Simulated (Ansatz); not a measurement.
The system is VWC2.

```
W V C
1.0
     1.51704    0.87586    4.93389
    -1.51704    0.87586    4.93389
     0.00000   -1.75173    4.93389
W V C
1 1 2
Cartesian
  0.0000 0.0000 0.0000
  0.0000 0.0000 7.4008
  0.0000 0.0000 3.6485
  0.0000 0.0000 11.1532
```

The cell comes from a database or a generator and needn't be the stable form of this composition.

Base run:

| Property | Result |
| --- | --- |
| Program | Ansatz 0.2.0 |
| Functional | r2SCAN |
| Potentials or basis | Ansatz PAW |
| Cutoff | 500 eV |
| Density cutoff | 2000 eV |
| k mesh | 10 × 10 × 10 |
| Occupations | fermi-dirac, width 0.05 eV |
| Spin | collinear spin, ferromagnetic start |
| Starting moments | [0.0, 2.0, 0.0, 0.0] μB |

Its results: band gap on the k mesh none (metal or under the smearing width); pressure -4.2 GPa; net moment 0.55 μB per cell; largest force 0.234 eV/Å.

Task: The run is repeated on the same cell with these changes: functional from r2SCAN to PBE; cutoff from 500 eV to 420 eV; density cutoff from 2000 eV to 1680 eV. What comes out?

Result: Band gap on the k mesh none (metal or under the smearing width); pressure -2.0 GPa; net moment 0.00 μB per cell; largest force 0.094 eV/Å.

Caveats: the magnetic or orbital state may not be the lowest (some runs); the PAW data sets come from PBE, with cores solved anew for the run's functional, which leaves a small shift of forces and pressure (some runs).

Not every run made on this cell is shown here.
